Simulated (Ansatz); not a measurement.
**GaC3 (Pm-3m): scan of the energy under strain, by script**

What does a strain cost in GaC3 (Pm-3m)? Aim: a scan of the energy under strain, for GaC3 (Pm-3m), run from a script.

Computed with the Python package of Ansatz 0.2.0. Level of theory: DFT PBE, plane waves, PAW.

### Step 1. The system

The structure is cubic, space group Pm-3m (No. 221). The conventional cell has a = 3.319 Å, b = 3.319 Å, c = 3.319 Å, α = 90.00°, β = 90.00°, γ = 90.00°. Around Ga (site symmetry m-3m) lie 12 C at 2.35 Å. C (site symmetry 4/mmm) is surrounded by 4 Ga at 2.35 Å and 8 C at 2.35 Å.

The script holds or builds the structure itself.

### Step 2. Script

Input file strain_gac3.py:

```python
import ansatz
import numpy as np
from tabulate import tabulate

vectors0 = np.array([
    [3.31895, 0.0, 0.0],
    [0.0, 3.31895, 0.0],
    [0.0, 0.0, 3.31895],
])
sites = [
    ("Ga", (0.0, 0.0, 0.0)),
    ("C", (0.0, 0.5, 0.5)),
    ("C", (0.5, 0.0, 0.5)),
    ("C", (0.5, 0.5, 0.0)),
]


def crystal_on(cell):
    crystal = ansatz.Crystal(lattice=ansatz.Lattice.of(cell))
    for symbol, position in sites:
        crystal = crystal.atom(symbol, position)
    return crystal

values = np.linspace(-0.01, 0.01, 5)
energies = []
for d in values:
    strain = d / 2 * (np.ones((3, 3)) - np.eye(3))
    cell = vectors0 @ (np.eye(3) + strain)
    setup = (
        crystal_on(cell).calculation()
        .pseudopotentials("paw")
        .basis(550)
        .occupations("Fermi-Dirac", width=0.05)
        .kpoints(10, 10, 10)
    )
    summary = setup.run().report
    energies.append(summary["free_energy_ev"] / len(sites))
    print(f"d = {d:+.4f}  F = {energies[-1]:.5f} eV/atom")
energies = np.array(energies)

print(tabulate(zip(values, 1000 * (energies - energies.min())), headers=["strain", "dE (meV/atom)"], floatfmt=".3f"))
curvature = 2 * np.polyfit(values, energies, 3)[1]
volume = abs(np.linalg.det(vectors0)) / len(sites)
print(f"d2E/dd2 over the volume: {curvature / volume * 160.21766:.1f} GPa")
```

### Step 3. What the engine is handed

The engine receives this input (first run):

```yaml
crystal:
  lattice:
    - [3.31895, -0.016594750000000002, -0.016594750000000002]
    - [-0.016594750000000002, 3.31895, -0.016594750000000002]
    - [-0.016594750000000002, -0.016594750000000002, 3.31895]
  atoms:
    - { symbol: Ga, position: [0.0, 0.0, 0.0] }
    - { symbol: C, position: [0.0, 0.5, 0.5] }
    - { symbol: C, position: [0.5, 0.0, 0.5] }
    - { symbol: C, position: [0.5, 0.5, 0.0] }
basis:
  ecutwfc: 550.0
kpoints:
  mp_grid:
    grid: [10, 10, 10]
hamiltonian:
  pseudopotentials:
    kind: paw
scf:
  occupations:
    method: fermi_dirac
    width: 0.05
```

### Step 4. Running it

The run is started by

```
$ python strain_gac3.py
```

**Question.** What results will this script give? Wanted: curvature under the strain; range of energy; lowest point, strain.

**Answer**, as computed:

| quantity | value |
| --- | --- |
| curvature under the strain | -23.3 GPa |
| runs compared | 5 |
| range of energy | 0.07 meV/atom |
| lowest point, strain | 0.010 |

The lowest point is at the last value of the scan; the highest lies 0.1 meV/atom above it. The unstrained cell isn't the minimum along this strain, so the curvature isn't an elastic constant at equilibrium. A negative curvature there points to an instability against this strain. What to keep in mind:
- The curvature belongs to this strain pattern and to the cell's stress; it equals a single elastic constant only for simple patterns.
- In a metal a curvature from energy changes of a few meV or less hangs on mesh and smearing, in size and even in sign.
- No functional is typed, so the default, PBE, holds.
- The structure comes from a database of computed cells and needn't be a stable or known phase.
- The ions keep their fractional positions (clamped ions).
